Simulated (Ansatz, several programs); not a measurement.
An ordered 4-atom cell of KRbBr2 on the rocksalt lattice (R-3m), relaxed with PBE in Ansatz (plane waves, PAW): space group R-3m (No. 166), trigonal; a = 4.850 Å, c = 23.797 Å in the conventional setting, 40.39 Å³ an atom. K has 6 Br at 3.38 Å; Rb has 6 Br at 3.48 Å; Br has 3 K at 3.38 Å and 3 Rb at 3.48 Å. The cell was then scaled with its shape and fractional coordinates held, which makes it stiffer than a relaxed compression. Spin-unpolarised throughout. Whether this structure exists isn't addressed.

```tsv
V (Å³/atom)	E (meV/atom)
37.967	6.43
40.391	0.00
41.603	1.37
42.814	5.14
```

(1) Pass a cubic E = c₀ + c₁u + c₂u² + c₃u³, with u = V − 40.694 Å³, through these points.

(2) Where is the minimum, and what bulk modulus follows?

(3) Predict the energy and the pressure at the withheld volume, 39.179 Å³.

Answers

(1) c₀ = 0.09, c₁ = +0.588, c₂ = 0.943, c₃ = -0.0458 (meV and Å³).

(2) dE/du = 0 at u = -0.305, so V₀ = 40.39 Å³. B = V₀ d²E/dV² = 40.39 × (2c₂ + 6c₃u) = 40.39 × 1.970 = 80 meV/Å³, and 1 meV/Å³ is 0.16022 GPa: 13 GPa. A third-order Birch-Murnaghan fit to all five points gives 40.38 Å³ and 13 GPa.

(3) With u = -1.515: E ≈ 1.52 meV and P = −dE/dV ≈ +0.41 GPa. The run gives 1.50 meV and, from its stress, +0.41 GPa.
